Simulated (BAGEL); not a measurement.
**TiNH2Cl3 (SMILES [NH2][Ti]([Cl])([Cl])[Cl]) at HF/STO-3G (density fitting with qzvpp-jkfit)**

Aim: the energy change on altering one bond length of TiNH2Cl3 at HF/STO-3G (density fitting with qzvpp-jkfit), from 2 runs. 

The results are computed with BAGEL 1.2.2.

### Step 1. Starting point

TiNH2Cl3: 7 atoms, total charge 0, spin state singlet. As SMILES, `[NH2][Ti]([Cl])([Cl])[Cl]`. The coordinates come from a PBE0-D4/def2-TZVP relaxation.

Bond lengths: N1–Ti2 1.838 Å, Ti2–Cl3 2.181 Å, Ti2–Cl4 2.192 Å, Ti2–Cl5 2.181 Å, N1–H6 1.012 Å, N1–H7 1.012 Å. Angles: N1–Ti2–Cl3 107.1°, N1–Ti2–Cl4 109.3°, N1–Ti2–Cl5 107.2°, Cl3–Ti2–Cl4 109.6°, Cl3–Ti2–Cl5 114.1°, Cl4–Ti2–Cl5 109.4°, Ti2–N1–H6 124.2°, Ti2–N1–H7 124.2°, H6–N1–H7 111.5°.

### Step 2. The energy at HF/STO-3G (density fitting with qzvpp-jkfit)

input.json

```json
{ "bagel": [

{
  "title": "molecule",
  "basis": "sto-3g",
  "df_basis": "qzvpp-jkfit",
  "angstrom": "true",
  "geometry": [
    { "atom": "N", "xyz": [      -0.676400,       0.479600,       0.813100 ] },
    { "atom": "Ti", "xyz": [       0.416000,      -0.273300,      -0.459100 ] },
    { "atom": "Cl", "xyz": [       1.922500,      -1.442100,       0.599700 ] },
    { "atom": "Cl", "xyz": [      -0.771400,      -1.594700,      -1.742800 ] },
    { "atom": "Cl", "xyz": [       1.232300,       1.358700,      -1.654500 ] },
    { "atom": "H", "xyz": [      -1.200200,       1.334700,       0.679200 ] },
    { "atom": "H", "xyz": [      -0.861700,       0.068900,       1.718900 ] }
  ]
},

{ "title": "hf" },

{ "title": "print", "file": "orbitals.molden", "orbitals": "true" }

]}
```

Command:

```sh
$ BAGEL_NUM_THREADS=1 BAGEL input.json > input.out
```

Output:

```text
* using 1 threads per process

  ===============================================================
  ===============================================================

  *** Geometry ***

  { "atom" : "N", "xyz" : [     -1.278211,      0.906313,      1.536536 ] },
  { "atom" : "Ti", "xyz" : [      0.786126,     -0.516462,     -0.867573 ] },
  { "atom" : "Cl", "xyz" : [      3.632998,     -2.725174,      1.133269 ] },
  { "atom" : "Cl", "xyz" : [     -1.457735,     -3.013546,     -3.293415 ] },
  { "atom" : "Cl", "xyz" : [      2.328710,      2.567571,     -3.126552 ] },
  { "atom" : "H", "xyz" : [     -2.268049,      2.522217,      1.283502 ] },
  { "atom" : "H", "xyz" : [     -1.628377,      0.130202,      3.248250 ] },

  Number of auxiliary basis functions:      761

  Since a DF basis is specified, we compute 2- and 3-index integrals:
    o Being stored without compression. Storage requirement is 0.016 GB

  Number of basis functions:       52
  Number of electrons      :       82

    * METHOD: MOLECULE                             0.40

  *** RHF ***

  === Nuclear Repulsion ===
   532.6293890790

      * DIIS with orbital gradients will be used.

  === RHF iteration (sto-3g) ===
      0      -2258.62563640          0.01411205           0.09
      1      -2258.75161328          0.01144641           0.09
      2      -2258.83638448          0.00046779           0.09
      3      -2258.83668013          0.00006729           0.09
      4      -2258.83668721          0.00001739           0.09
      5      -2258.83668770          0.00000510           0.09
      6      -2258.83668773          0.00000113           0.09
      7      -2258.83668774          0.00000032           0.09
      8      -2258.83668774          0.00000015           0.09
      9      -2258.83668774          0.00000004           0.09
     10      -2258.83668774          0.00000001           0.09
     11      -2258.83668774          0.00000000           0.09
    * SCF iteration converged.

    * Permanent dipole moment:
           (    0.714944,    -0.561013,    -0.923408) a.u.

    * METHOD: HF                                   1.25

    * METHOD: PRINT                                0.00

  ===============================================================
```

It took 1.9 s on 1 thread of Intel Xeon 6975P-C (Granite Rapids), shared host; peak memory 0.14 GiB.

### Step 3. The distorted shape at the same level

job.json

```json
{ "bagel": [

{
  "title": "molecule",
  "basis": "sto-3g",
  "df_basis": "qzvpp-jkfit",
  "angstrom": true,
  "geometry": [
    { "atom": "N", "xyz": [      -0.798855,       0.234781,       0.992424 ] },
    { "atom": "Ti", "xyz": [       0.293545,      -0.518119,      -0.279776 ] },
    { "atom": "Cl", "xyz": [       1.800045,      -1.686919,       0.779024 ] },
    { "atom": "Cl", "xyz": [      -0.893855,      -1.839519,      -1.563476 ] },
    { "atom": "Cl", "xyz": [       1.232300,       1.358700,      -1.654500 ] },
    { "atom": "H", "xyz": [      -1.322655,       1.089881,       0.858524 ] },
    { "atom": "H", "xyz": [      -0.984155,      -0.175919,       1.898224 ] }
  ]
},

{
  "title": "hf"
},

{
  "title": "print",
  "file": "orbitals.molden",
  "orbitals": true
}

]}
```

Command:

```sh
$ BAGEL_NUM_THREADS=1 BAGEL job.json > job.out
```

Output:

```text
* using 1 threads per process

  ===============================================================
  ===============================================================

  *** Geometry ***

  { "atom" : "N", "xyz" : [     -1.509617,      0.443672,      1.875410 ] },
  { "atom" : "Ti", "xyz" : [      0.554720,     -0.979103,     -0.528700 ] },
  { "atom" : "Cl", "xyz" : [      3.401592,     -3.187815,      1.472142 ] },
  { "atom" : "Cl", "xyz" : [     -1.689141,     -3.476187,     -2.954541 ] },
  { "atom" : "Cl", "xyz" : [      2.328710,      2.567571,     -3.126552 ] },
  { "atom" : "H", "xyz" : [     -2.499456,      2.059577,      1.622375 ] },
  { "atom" : "H", "xyz" : [     -1.859783,     -0.332439,      3.587123 ] },

  Number of auxiliary basis functions:      761

  Since a DF basis is specified, we compute 2- and 3-index integrals:
    o Being stored without compression. Storage requirement is 0.016 GB

  Number of basis functions:       52
  Number of electrons      :       82

    * METHOD: MOLECULE                             0.40

  *** RHF ***

  === Nuclear Repulsion ===
   512.9669313970

      * DIIS with orbital gradients will be used.

  === RHF iteration (sto-3g) ===
      0      -2258.56499693          0.01463332           0.09
      1      -2258.69672276          0.01292494           0.08
      2      -2258.80358865          0.00061320           0.08
      3      -2258.80415607          0.00012218           0.08
      4      -2258.80418689          0.00003619           0.08
      5      -2258.80419025          0.00000595           0.08
      6      -2258.80419033          0.00000133           0.08
      7      -2258.80419033          0.00000040           0.08
      8      -2258.80419033          0.00000014           0.08
      9      -2258.80419033          0.00000006           0.08
     10      -2258.80419033          0.00000002           0.08
     11      -2258.80419033          0.00000001           0.08
    * SCF iteration converged.

    * Permanent dipole moment:
           (    0.972563,    -0.069171,    -1.288788) a.u.

    * METHOD: HF                                   1.13

    * METHOD: PRINT                                0.00

  ===============================================================
```

It took 1.8 s on 1 thread of Intel Xeon 6975P-C (Granite Rapids), shared host; peak memory 0.14 GiB.

### Step 4. Summary of results

Level: HF/STO-3G (density fitting with qzvpp-jkfit).

| quantity | value |
| --- | --- |
| first shape: total energy | -2258.83669 Eh |
| first shape: dipole moment | 3.29 D |
| first shape: HOMO energy | -10.08 eV |
| first shape: LUMO energy | 5.33 eV |
| first shape: HOMO–LUMO gap | 15.41 eV |
| distorted shape: total energy | -2258.80419 Eh |
| distorted shape: dipole moment | 4.11 D |
| distorted shape: HOMO energy | -9.93 eV |
| distorted shape: LUMO energy | 4.70 eV |
| distorted shape: HOMO–LUMO gap | 14.63 eV |
| energy change with the Ti2–Cl5 bond stretched from 2.181 to 2.509 Å | 0.884 eV |

In words: With the Ti2–Cl5 bond stretched from 2.181 to 2.509 Å the energy rises by 0.88 eV (85.3 kJ/mol). The first shape isn't relaxed at this level, so the change isn't measured from a minimum. The minimal basis adds a large error of its own.
